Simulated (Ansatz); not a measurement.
## Pt3PbC, space group Pm-3m: an equation of state with a fit, step by step

Computed with the Python package of Ansatz (0.2.0).

At the Python prompt:
```pycon
>>> import ansatz as az
>>> import numpy as np
>>> vectors0 = np.array([
...     [4.348043, 0.0, 0.0],
...     [0.0, 4.348043, 0.0],
...     [0.0, 0.0, 4.348043],
... ])
>>> sites = [
...     ("Pt", (0.0, 0.5, 0.5)),
...     ("Pt", (0.5, 0.5, 0.0)),
...     ("Pt", (0.5, 0.0, 0.5)),
...     ("Pb", (0.0, 0.0, 0.0)),
...     ("C", (0.5, 0.5, 0.5)),
... ]
>>> def on_lattice(cell):
...     crystal = az.Crystal(lattice=az.Lattice.of(cell))
...     for symbol, position in sites:
...         crystal = crystal.atom(symbol, position)
...     return crystal
...
>>> # scale the volume, keep shape and fractions
>>> volumes, energies, pressures = [], [], []
>>> for scale in np.linspace(0.95, 1.07, 5):
...     cell = vectors0 * scale ** (1 / 3)
...     model = on_lattice(cell).calculation()
...     model = model.basis(550)
...     model = model.functional("pbe")
...     model = model.occupations("fermi_dirac")
...     model = model.kpoints(5, 5, 5).stress()
...     report = model.run(threads=1).report
...     volumes.append(abs(np.linalg.det(cell)) / len(sites))
...     energies.append(report["free_energy_ev"] / len(sites))
...     pressures.append(np.trace(report["stress_gpa"]) / 3)
...     print(f"V = {volumes[-1]:8.4f} A^3/atom  F = {energies[-1]:.5f} eV/atom  P = {pressures[-1]:8.3f} GPa")
...
V =  15.6183 A^3/atom  F = -9944.88547 eV/atom  P =    8.676 GPa
V =  16.1116 A^3/atom  F = -9944.90263 eV/atom  P =    2.655 GPa
V =  16.6048 A^3/atom  F = -9944.90285 eV/atom  P =   -2.359 GPa
V =  17.0980 A^3/atom  F = -9944.88897 eV/atom  P =   -6.528 GPa
V =  17.5912 A^3/atom  F = -9944.86337 eV/atom  P =  -10.003 GPa
>>> # third-order Birch-Murnaghan: a cubic in V^(-2/3)
>>> x = np.array(volumes) ** (-2 / 3)
>>> poly = np.polynomial.Polynomial.fit(x, energies, 3).convert()
>>> roots = poly.deriv().roots()
>>> x0 = min((r.real for r in roots if abs(r.imag) < 1e-9 and poly.deriv(2)(r.real) > 0), key=lambda r: abs(r - x.mean()))
>>> v0 = x0 ** -1.5
>>> b0 = 4 / 9 * poly.deriv(2)(x0) * v0 ** (-7 / 3) * 160.21766
>>> b1 = 4 + 2 / 3 * x0 * poly.deriv(3)(x0) / poly.deriv(2)(x0)
>>> print(f"V0 = {v0:.4f} A^3/atom, B0 = {b0:.1f} GPa, dB/dP = {b1:.2f}")
V0 = 16.3615 A^3/atom, B0 = 165.8 GPa, dB/dP = 5.08
```

A third-order Birch-Murnaghan fit through the 5 points has its minimum at 16.36 Å³ an atom, 0.5 % below the typed cell, with a bulk modulus of 166 GPa and dB/dP = 5.1. From that minimum the energy rises by 19.2 meV an atom on the compressed side and 41.3 meV on the expanded side.

Caveats:
- Absolute energies stand on the zero of these potentials, so only differences at equal settings mean something.
- For a metal this k-point mesh is coarse: on a finer one energies can move by several to tens of meV an atom and pressures by half a GPa or more, differences at one mesh by less.
- Pressure is positive in compression.
- Spin-orbit coupling, which matters for elements this heavy, is left out.
- The structure comes from a database of computed cells and needn't be a stable or known phase.
- Hardware and time: 14 s on 1 thread of Arm Neoverse V2, on a shared host, peak memory 0.45 GiB.
